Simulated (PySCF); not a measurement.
**Changing the system itself: SiSb⁻**

One physical setting of the base script is moved in each run, with the edits that it forces.

The runs use PySCF 2.14.0; each script names its method and basis.

3 further runs of the same task are left out: 3 that didn't finish.

## Step 1: The system as given

SiSb⁻: 2 atoms, charge -1, spin multiplicity 1.

Bond lengths: Si1–Sb2 2.451 Å.

## Step 2: Base script

The input, input.py:

```python
from pyscf import gto, dft

mol = gto.M(
    atom='Si 0 0 0; Sb 0 0 2.451',
    basis='sbkjc',
    ecp={'Si': 'sbkjc', 'Sb': 'sbkjc'},
    charge=-1,
    spin=0,
    verbose=3,
)
mf = dft.RKS(mol, xc='mn15l')
mf.kernel()
mf.dip_moment()
print('orbital energies (hartree):', mf.mo_energy[..., max(0, mol.nelec[1]-3):mol.nelec[0]+3].round(4))
```

Run with:

```console
OMP_NUM_THREADS=1 python input.py
```

The log of this run is left out.

Base result: E(SCF) = -9.273382 Eh.

The bond length is a typed value, not an optimised one. The dipole of an ion depends on the origin.

## Step 3: Triplet (UKS)

Edit 1 changes spin (2S): 0 → 2; SCF type: RKS → UKS.

The input, input.py:

```python
from pyscf import gto, dft

mol = gto.M(
    atom='Si 0 0 0; Sb 0 0 2.451',
    basis='sbkjc',
    ecp={'Si': 'sbkjc', 'Sb': 'sbkjc'},
    charge=-1,
    spin=2,
    verbose=3,
)
mf = dft.UKS(mol, xc='mn15l')
mf.kernel()
mf.dip_moment()
print('orbital energies (hartree):', [e[max(0, n-3):n+3].round(4) for e, n in zip(mf.mo_energy, mol.nelec)])
```

Run with:

```console
OMP_NUM_THREADS=1 python input.py
```

## Step 4: Bond 2.623 Å

Edit 2 changes bond length: 2.451 Å → 2.623 Å.

Changes to input.py since step 2:

```diff
@@ -3,3 +3,3 @@
 mol = gto.M(
-    atom='Si 0 0 0; Sb 0 0 2.451',
+    atom='Si 0 0 0; Sb 0 0 2.623',
     basis='sbkjc',
```

## Step 5: Electric field 0.005 a.u.

Edit 3 changes electric field: none → 0.005 a.u.

Changes to input.py since step 2:

```diff
@@ -11,2 +11,7 @@
 mf = dft.RKS(mol, xc='mn15l')
+field = 0.005  # electric field along z, atomic units
+h = mf.get_hcore() + field*mol.intor('int1e_r')[2]
+mf.get_hcore = lambda *args: h
+e_nuc = mol.energy_nuc() - field*mol.atom_charges() @ mol.atom_coords()[:, 2]
+mf.energy_nuc = lambda *args: e_nuc
 mf.kernel()
```

## Step 6: Electric field -0.01 a.u.

Edit 4 changes electric field: none → -0.01 a.u.

Changes to input.py since step 2:

```diff
@@ -11,2 +11,7 @@
 mf = dft.RKS(mol, xc='mn15l')
+field = -0.01  # electric field along z, atomic units
+h = mf.get_hcore() + field*mol.intor('int1e_r')[2]
+mf.get_hcore = lambda *args: h
+e_nuc = mol.energy_nuc() - field*mol.atom_charges() @ mol.atom_coords()[:, 2]
+mf.energy_nuc = lambda *args: e_nuc
 mf.kernel()
```

## Step 7: Bond 2.279 Å

Edit 5 changes bond length: 2.451 Å → 2.279 Å.

Changes to input.py since step 2:

```diff
@@ -3,3 +3,3 @@
 mol = gto.M(
-    atom='Si 0 0 0; Sb 0 0 2.451',
+    atom='Si 0 0 0; Sb 0 0 2.279',
     basis='sbkjc',
```

## Step 8: Electric field 0.05 a.u.

Edit 6 changes electric field: none → 0.05 a.u.

Changes to input.py since step 2:

```diff
@@ -11,2 +11,7 @@
 mf = dft.RKS(mol, xc='mn15l')
+field = 0.05  # electric field along z, atomic units
+h = mf.get_hcore() + field*mol.intor('int1e_r')[2]
+mf.get_hcore = lambda *args: h
+e_nuc = mol.energy_nuc() - field*mol.atom_charges() @ mol.atom_coords()[:, 2]
+mf.energy_nuc = lambda *args: e_nuc
 mf.kernel()
```

Q: Predict the outcome of this session. Wanted: for each run, E(SCF); from base.

As calculated:

```tsv
run	E(SCF) (hartree)	from base (eV)
base	-9.273382	0
triplet (UKS)	-9.206977	+1.8070
bond 2.623 Å	-9.262862	+0.2863
electric field 0.005 a.u.	-9.262162	not comparable
electric field -0.01 a.u.	-9.307823	not comparable
bond 2.279 Å	-9.270194	+0.0868
electric field 0.05 a.u.	-9.337938	not comparable
```

What this shows: Of the runs whose energies can be compared, “triplet (UKS)” moves the SCF energy most (+1.807 eV). The triplet solution found lies 1.81 eV above the base singlet at this geometry and level.
